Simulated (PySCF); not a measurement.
# InBr₂⁺: singlet, from a bent start

Where does singlet InBr₂⁺ go from a bent start, is the end point a minimum, and what are its modes, charges and moments?

The runs use PySCF 2.14.0; PBE0, basis In def2-TZVP with ECP28, Br def2-TZVP, scalar-relativistic core potentials, no spin–orbit coupling, density fitting.

## (1) The starting structure

3 atoms, charge 1, spin multiplicity 1.

Bond lengths: In1–Br2 2.509 Å, In1–Br3 2.509 Å. Angles: Br2–In1–Br3 110.0°.

```xyz
3
charge 1 multiplicity 1
In    0.0000    0.0000   -0.8328
Br    2.0551    0.0000    0.6062
Br   -2.0551    0.0000    0.6062
```

## (2) Relaxation: bent start, singlet

One driver script runs all steps and calls PySCF; scf.py shows how it sets up the SCF of each step. The optimiser is the driver's own. Before each start the driver seeks the lowest SCF state from one or more starting densities and follows internal instabilities, so scf.py alone need not reach the same state.

The program finds C2v symmetry in the start, which this walk keeps. The walk stops when the largest gradient is under 0.0003 Eh/bohr and the energy has settled too.

scf.py

```python
from pyscf import gto, scf, dft
mol = gto.M(atom='''
In     0.000000     0.000000    -0.832758
Br     2.055100    -0.000000     0.606242
Br    -2.055100     0.000000     0.606242''',
    basis={'In': 'def2-TZVP', 'Br': 'def2-TZVP'},
    ecp={'In': 'def2-TZVP'},
    charge=1, spin=0)
mf = dft.RKS(mol, xc='PBE0')
mf.grids.atom_grid = (50, 194)
aux = {'In': 'def2-universal-JKFIT', 'Br': 'def2-universal-JKFIT'}
mf = mf.density_fit(auxbasis=aux)
mf.kernel()
```

The runs that follow: Frequencies.

**Question.** What will these runs give? Wanted: minimum; geometry; wavenumbers; dipole moment; highest occupied, lowest empty level; polar-tensor charge of In1; zero-point energy.

**Answer**, as computed:

```
                            quantity                                value
                             minimum                         singlet, D∞h
                            geometry  In–Br 2.345 Å (×2); Br–In–Br 180.0°
                  wavenumbers (cm⁻¹)        68 (πu), 236 (σg+), 372 (σu+)
      dipole moment (centre of mass)                               0.00 D
highest occupied, lowest empty level                     -14.19, -8.84 eV
          polar-tensor charge of In1                              +1.29 e
                   zero-point energy                           4.5 kJ/mol
                 entropy at 298.15 K                      305.8 J/(mol K)
```

What this shows: From C2v at the start the molecule goes to a D∞h minimum. In the infrared the band at 372 cm⁻¹ (σu+, stretch) leads. Only this shape and spin were tried, so other structures or states may lie lower. The soft modes, below some 90 cm⁻¹, carry numerical noise of tens of cm⁻¹, and the entropy with them.
